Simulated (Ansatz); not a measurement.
Ge, space group Cmcm, a test of the smearing width

With Ansatz's Python interface.

Run as a notebook:

In [1]:
```python
import csv
import warnings

import ansatz as az
```

In [2]:
```python
warnings.simplefilter('ignore', az.DeckWarning)
```

In [3]:
```python
system = (
    az.Lattice.of([1.488053, -2.59469, 0.0], [1.488053, 2.59469, 0.0], [0.0, 0.0, 4.727596])
    .atom('Ge', [0.666553, 0.333447, 0.25])
    .atom('Ge', [0.333447, 0.666553, 0.75])
)
```

In [4]:
```python
model = (
    system.calculation()
    .functional('pbesol')
    .kpoints(spacing=0.24)
)
```

In [5]:
```python
rows = []
for value in [0.3, 0.2, 0.1, 0.05]:
    r = model.occupations('cold', width=value).run(threads=1, pin='off').report
    rows.append((value, r['free_energy_ev'] / len(r['lattice']['sites']), r['n_iterations'], r['n_kpoints']))

with open('smear.csv', 'w', newline='') as handle:
    writer = csv.writer(handle)
    writer.writerow(['width (eV)', 'F/atom (eV)', 'iterations', 'k-points'])
    writer.writerows([round(v, 5) if isinstance(v, float) else v for v in row] for row in rows)

# the last row is the reference
for row in rows[:-1]:
    shift = 1000 * (row[1] - rows[-1][1])
    print(f'{row[0]}: {shift:+.2f} meV/atom' + ('  (within 2 meV)' if abs(shift) < 2 else ''))
```
```text
0.3: -1.47 meV/atom  (within 2 meV)
0.2: -0.20 meV/atom  (within 2 meV)
0.1: +0.20 meV/atom  (within 2 meV)
```

File `smear.csv` afterwards:
```csv
width (eV),F/atom (eV),iterations,k-points
0.3,-4253.22455,5,144
0.2,-4253.22328,5,144
0.1,-4253.22288,5,144
0.05,-4253.22308,5,144
```

Going from 0.05 to 0.3 eV changes F by -1.5 meV an atom. This scheme is built to cancel the term in the square of the width, so the shifts stay small and are partly the mesh's error.

For a metal this k-point mesh is coarse: on a finer one energies can move by several to tens of meV an atom and pressures by half a GPa or more, differences at one mesh by less. Within a few hundredths of an angstrom the cell has the higher group P6_3/mmc; the lower one is a small distortion. The narrowest width needs the finest mesh, so the last row is no converged reference. This isn't the structure that Ge takes at ambient conditions. The whole script took 12 s on 1 thread of Arm Neoverse V1, on a shared host, peak memory 0.39 GiB.
